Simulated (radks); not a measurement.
# Xe²⁺ with its nuclear charge varied continuously

An exercise on one series of results from a longer session: the logs are not shown, and one member is left open.

The numbers are computed with radks (a radial shooting solver on a logarithmic mesh, Libxc functionals) version 1 (scalar-relativistic Kohn-Sham, PBE, spin-polarised, spherical densities, point nucleus; open shells are filled with parallel spins first), except any that are marked as measured or tabulated.

## Starting point

```
element       : xenon (Z = 54)
charge        : +2
electrons     : 52
configuration : [Kr] 4d10 5s2 5p4
```

Outer shells as boxes (Hund's rule):

Xe²⁺
```
[Kr] core
4d [↑↓][↑↓][↑↓][↑↓][↑↓]
5s [↑↓]
5p [↑↓][↑ ][↑ ]
```

Set-up of the first run:

The run's settings:

```text
Z 54
configuration [Kr] 4d10 5s2 5p4
relativity scalar-relativistic
functional pbe,pbe
spin polarised
nucleus point
c 137.035999084
```

Among the steps run: Z = 54.

One of the session's tables, all rows but one given; the rest of the session is left out.

It belongs to the step «Z = 54». Radial moments (bohr):

```
  level     <r>  outermost maximum (interpolated)  90 % within  nodes
  4p up       ?                                 ?            ?      ?
4p down  0.7643                             0.693         1.12      2
  4d up  0.8759                             0.748         1.33      1
4d down  0.8730                             0.748         1.32      1
  5s up   1.787                              1.60         2.57      4
5s down   1.783                              1.59         2.57      4
  5p up   2.084                              1.84         3.03      3
5p down   2.098                              1.83         3.07      3
```

Estimate the missing values for 4p up.

**Answer.** <r>: 0.7647; outermost maximum (interpolated): 0.693; 90 % within: 1.12; nodes: 2. In the column «<r>» it lies between 4p down (0.7643) and 4d down (0.8730).

Caveats from the session: At Z = 54 the central difference of E is -334.338 hartree, against -333.010 from the Hellmann-Feynman theorem; the scalar-relativistic energy here is not variational, so the two differ by a part that grows with Z.
